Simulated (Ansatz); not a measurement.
**One shape, several levels: BH3Br− (SMILES [H][B-]([H])([H])Br)**

Aim: a comparison of 6 runs (UHF/STO-3G, revPBE/STO-3G, wB97X/STO-3G, CCSDTQ/STO-3G, CCSD(T)/STO-3G, FCI/STO-3G) of BH3Br−. 

Program for the calculation: Ansatz 0.2.0.

3 further runs of the same task are left out: 3 that didn't finish.

## 1. Starting point

BH3Br−: 5 atoms, total charge -1, spin state singlet. SMILES: `[H][B-]([H])([H])Br`. The H5–B1 distance was set to 2.422 Å, away from the relaxed value. At this shape a bond of the SMILES string is far longer than usual.

Bond lengths: B1–Br2 2.028 Å, B1–H3 1.211 Å, B1–H4 1.212 Å. Angles: Br2–B1–H3 107.5°, Br2–B1–H4 107.6°, H3–B1–H4 111.2°.

## 2. A single-point energy at UHF/STO-3G (run 1)

job.yaml

```yaml
crystal:
  periodic: [false, false, false]
  atoms:
    - {symbol: B, position_ang: [0.571541, 0.999567, 0.191457]}
    - {symbol: Br, position_ang: [0.589151, 0.978007, 2.219387]}
    - {symbol: H, position_ang: [1.723491, 1.008367, -0.183263]}
    - {symbol: H, position_ang: [-0.011759, 2.001657, -0.159873]}
    - {symbol: H, position_ang: [-0.576460, -0.996180, -0.561610]}
basis:
  gaussian:
    orbitals: STO-3G
total_charge: -1
magnetization:
  spin_polarized: true
hamiltonian:
  xc: hf
accuracy: high
```

Run with:

```sh
ansatz run job.yaml --threads 1 --pin off --max-ram 2610MiB --events-out events.jsonl --progress --plain --runs-dir runs
```

Output:

```text
Warning: RAYON_NUM_THREADS=1 ignored (pool sized by the plan → 1); use --threads N
Functional definition: HF
  name "HF"
  exchange = exact_x
  correlation = 0
361 factors; integrals over basis functions are off by at most 1.6e-8 eV
mean field evaluation 1: about -69943.2845 eV, gradient 1.4e1 eV
mean field evaluation 2: about -69943.3260 eV, gradient 1.4e1 eV
mean field evaluation 4: about -69946.5630 eV, gradient 1.3e0 eV
mean field evaluation 8: about -69946.5764 eV, gradient 4.0e-5 eV
mean field evaluation 16: about -69948.0187 eV, gradient 2.2e-4 eV
mean field evaluation 32: about -69948.0013 eV, gradient 3.0e-8 eV
mean field -69948.00127158 eV, -2570.5416342726 hartree, gradient 1.6e-8 eV, S^2 0.807519; 4 other end points of the search recorded, 0 dependent functions left out
reference -69948.00127158 eV, -2570.5416342726 hartree; 22, 22 occupied and 4, 4 virtual orbitals, 361 factors
Total energy: -69948.00127158 eV, -2570.5416342726 hartree
```

It took 0.28 s on 1 thread of Arm Neoverse V2, shared host.

## 3. A single-point energy at revPBE/STO-3G (run 2)

job.yaml

```yaml
crystal:
  periodic: [false, false, false]
  atoms:
    - symbol: B
      position_ang: [0.571541, 0.999567, 0.191457]
    - symbol: Br
      position_ang: [0.589151, 0.978007, 2.219387]
    - symbol: H
      position_ang: [1.723491, 1.008367, -0.183263]
    - symbol: H
      position_ang: [-0.011759, 2.001657, -0.159873]
    - symbol: H
      position_ang: [-0.576460, -0.996180, -0.561610]
basis:
  gaussian:
    orbitals: STO-3G
total_charge: -1
hamiltonian:
  xc: {name: revPBE}
accuracy: high
```

Run with:

```sh
ansatz run job.yaml --threads 1 --pin off --max-ram 2610MiB --events-out events.jsonl --progress --plain --runs-dir runs
```

Output:

```text
Warning: RAYON_NUM_THREADS=1 ignored (pool sized by the plan → 1); use --threads N
Functional definition: revPBE
  name "revPBE"
  parameter kappa = 1.245
  parameter beta = 0.06672455060314922
  exchange = pbe_x(kappa = kappa, mu = beta*pi^2/3)
  correlation = pbe_c(beta = beta)
361 factors; integrals over basis functions are off by at most 1.6e-8 eV
mean field evaluation 1: about -69980.9996 eV, gradient 2.0e1 eV
mean field evaluation 2: about -69963.7996 eV, gradient 4.2e1 eV
mean field evaluation 4: about -69984.7763 eV, gradient 8.0e0 eV
mean field evaluation 8: about -69984.9399 eV, gradient 4.8e0 eV
mean field -69985.09216293 eV, -2571.9046993885 hartree, gradient 6.4e-8 eV, S^2 0.000000; 0 other end points of the search recorded, 0 dependent functions left out
reference -69985.09216511 eV, -2571.9046994684 hartree; 22, 22 occupied and 4, 4 virtual orbitals, 361 factors
Total energy: -69985.09216511 eV, -2571.9046994684 hartree
```

It took 1.2 s on 1 thread of Arm Neoverse V2, shared host; peak memory 0.092 GiB.

Runs 3 to 5 aren't shown in full; the table further down has their settings and results.

## 4. A single-point energy at FCI/STO-3G (run 6)

input.yaml

```yaml
basis:
  gaussian: {orbitals: STO-3G}
crystal:
  periodic: [false, false, false]
  atoms:
    - {symbol: B, position_ang: [0.571541, 0.999567, 0.191457]}
    - {symbol: Br, position_ang: [0.589151, 0.978007, 2.219387]}
    - {symbol: H, position_ang: [1.723491, 1.008367, -0.183263]}
    - {symbol: H, position_ang: [-0.011759, 2.001657, -0.159873]}
    - {symbol: H, position_ang: [-0.576460, -0.996180, -0.561610]}
total_charge: -1
correlation: {method: fci, frozen_orbitals: {B: 1, Br: 9, H: 0}}
accuracy: high
```

Run with:

```sh
ansatz run input.yaml --threads 1 --pin off --max-ram 2610MiB --events-out events.jsonl --progress --plain --runs-dir runs
```

Output, cut to the lines that bear on the results:

```text
Warning: RAYON_NUM_THREADS=1 ignored (pool sized by the plan → 1); use --threads N
[... 2 set-up lines as earlier in the session ...]
[...]
361 factors; integrals over basis functions are off by at most 1.6e-8 eV
[...]
mean field -69946.57640928 eV, -2570.4892715485 hartree, gradient 4.7e-9 eV, S^2 0.000000; 0 other end points of the search recorded, 0 dependent functions left out; unrestricted orbitals would lower it
[...]
unrestricted determinant -69948.00127158 eV, -2570.5416342725 hartree, S^2 0.8075
10 core orbitals not correlated: weight in the atoms' cores, before any rotation towards them, 1.000 or more for the frozen orbitals, at most 0.000 for the correlated occupied ones
reference -69946.57640928 eV, -2570.4892715485 hartree; 12, 12 occupied and 4, 4 virtual orbitals, 361 factors
state -69950.03276254 eV, -2570.6162901881 hartree
Total energy: -69950.03276254 eV, -2570.6162901881 hartree
```

Run time: 8.4 s. Hardware: 1 thread of Arm Neoverse V2, shared host; peak memory 0.31 GiB.

## 5. Overview of the runs

```
run           level  frozen core orbitals   energy (Eh)  wall time
  1      UHF/STO-3G                     –  -2570.541634     0.28 s
  2   revPBE/STO-3G                     –  -2571.904699      1.2 s
  3    wB97X/STO-3G                     –  -2572.183328      5.1 s
  4   CCSDTQ/STO-3G                    10  -2570.616294       17 s
  5  CCSD(T)/STO-3G                    10  -2570.617083      0.2 s
  6      FCI/STO-3G                    10  -2570.616290      8.4 s
```

## 6. Summary of results

```
                                           quantity           value
                                run 6: total energy  -2570.61629 Eh
run 6: correlation energy (10 core orbitals frozen)      -127.0 mEh
```

**Reading.** Against full CI in this basis: UHF +74.7 mEh; CCSDTQ -0.0 mEh; CCSD(T) -0.8 mEh. Totals of different functionals can't be ranked against each other. In run 5 the T1 diagnostic is large, so a single reference may not serve. In runs 4, 5 the log says that unrestricted orbitals would lower the reference, so the values rest on an unstable closed-shell determinant (other closed-shell runs at this shape may share the fault). In runs 1, 2, 3, 4, 5, 6 the basis is minimal, so the values are rough. Spin contamination of the reference: run 1 ⟨S²⟩ = 0.81. Where it is this large, the reference is a mixture of spin states, and values that rest on it are in doubt. All runs together took 32 s, the longest 17 s.
